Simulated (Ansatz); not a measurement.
**CoSi+ (singlet): geometry optimisation**

Aim: relax a generated start of CoSi+ (singlet) and see which bonds hold.

Method: RKS PBE0/def2-TZVP; program: Ansatz 0.2.0, Gaussian basis.

## (1) Where the work starts

2 atoms, charge 1, spin multiplicity 1.

Atoms are counted from 1 here; the program's logs count them from 0.

Bond lengths: Co1–Si2 2.370 Å.

Coordinates:

```xyz
2
CoSi
Co    0.00000    0.00000    0.00000
Si    0.00000    0.00000    2.37000
```

The start is set by covalent radii. Sticks and bond lists go by distance. 

## (2) The run

File in.yaml:

```yaml
crystal:
  periodic: [false, false, false]
  atoms:
    - {symbol: Co, position_ang: [0.000000, 0.000000, 0.000000]}
    - {symbol: Si, position_ang: [0.000000, 0.000000, 2.370000]}
basis:
  gaussian: {orbitals: def2-TZVP}
total_charge: 1
hamiltonian: {xc: pbe0}
relax: {f_tol: 0.004, max_steps: 80}
```

Run with:

```sh
> ansatz run in.yaml --threads 1 --pin off --events-out ev --progress --plain --max-ram 2176MiB
```

What does the calculation give? Wanted: energy gained; shift from the start; total energy.

As calculated:

```
                  quantity           value
                     steps               7
             energy gained        0.584 eV
shift from the start (rms)         0.211 Å
              total energy  -45483.6244 eV
```

**Reading.** The bonds of the start are those of the end. Co1–Si2 went from 2.370 to 1.949 Å. No vibrations were run, so this is a stationary point, not a proven minimum, and this spin need not be the ground state's.
